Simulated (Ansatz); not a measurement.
# In3BAs4: the cell at several levels of theory

How does the equilibrium cell of an ordered 8-atom cell of In3BAs4 on the zincblende lattice (R3m) depend on the functional? It is relaxed with PBE and r2SCAN. This is a trial cell built on a prototype, not taken from a measured structure, and it needn't be the compound's ground state.

The runs shown are made with Ansatz 0.2.0. PAW datasets, plane waves, zero pressure. No spin polarisation. The prototype was imposed, so other structures may be more stable.

## (1) The system as given

This is the cell as the run starts from it, not yet at rest; its lengths are not the crystal's.

It is trigonal, R3m (No. 160); a = 3.976 Å, c = 38.958 Å in the conventional setting, 22.22 Å³ an atom. B has 4 As at 2.43 Å; In has 4 As at 2.43 Å; As has 3 B at 2.43 Å and 1 In at 2.43 Å.

As a file:

```
B In As
1.0
     1.98805    1.14780   12.98587
    -1.98805    1.14780   12.98587
     0.00000   -2.29560   12.98587
B In As
1 3 4
Direct
  0.00000 0.00000 0.00000
  0.25000 0.25000 0.25000
  0.50000 0.50000 0.50000
  0.75000 0.75000 0.75000
  0.31250 0.31250 0.31250
  0.56250 0.56250 0.56250
  0.81250 0.81250 0.81250
  0.06250 0.06250 0.06250
```

## (2) Relaxation with PBE

File input.yaml:

```yaml
crystal:
  lattice:
    - [1.9880467001, 1.1477992974, 12.9858666667]
    - [-1.9880467001, 1.1477992974, 12.9858666667]
    - [0.0, -2.2955985949, 12.9858666667]
  atoms:
    - { symbol: B, position: [1.0, 0.0, 0.0] }
    - { symbol: In, position: [0.25, 0.25, 0.25] }
    - { symbol: In, position: [0.5, 0.5, 0.5] }
    - { symbol: In, position: [0.75, 0.75, 0.75] }
    - { symbol: As, position: [0.3125, 0.3125, 0.3125] }
    - { symbol: As, position: [0.5625, 0.5625, 0.5625] }
    - { symbol: As, position: [0.8125, 0.8125, 0.8125] }
    - { symbol: As, position: [0.0625, 0.0625, 0.0625] }
kpoints:
  mp_grid: { grid: [6, 6, 6] }
hamiltonian:
  xc: pbe
scf:
  occupations: { method: fermi_dirac, width: 0.02 }
relax:
  f_tol: 0.005
  cell: {}
```

The run is started by

```bash
ansatz run input.yaml --threads 4 --pin off --max-ram 6451MiB --backend cpu --events-out ev --progress --plain --runs-dir out
```

The runs that follow: Relaxing with r2SCAN.

**Question.** What will these runs give? Wanted: for each run, a; c; volume; space group; SCF geometries.

**Answer**, as computed:

| level | a (Å) | c (Å) | volume (Å³/atom) | space group | SCF geometries |
| --- | --- | --- | --- | --- | --- |
| PBE | 4.157 | 41.167 | 25.676 | R3m | 9 |
| r2SCAN | 4.115 | 40.746 | 24.897 | R3m | 8 |

In words: From the start to the first minimum the volume moved by +15.5 %. The volume runs from r2SCAN (least) to PBE (most), a spread of 3.1 %, or 1.0 % in length if all axes shared it alike.
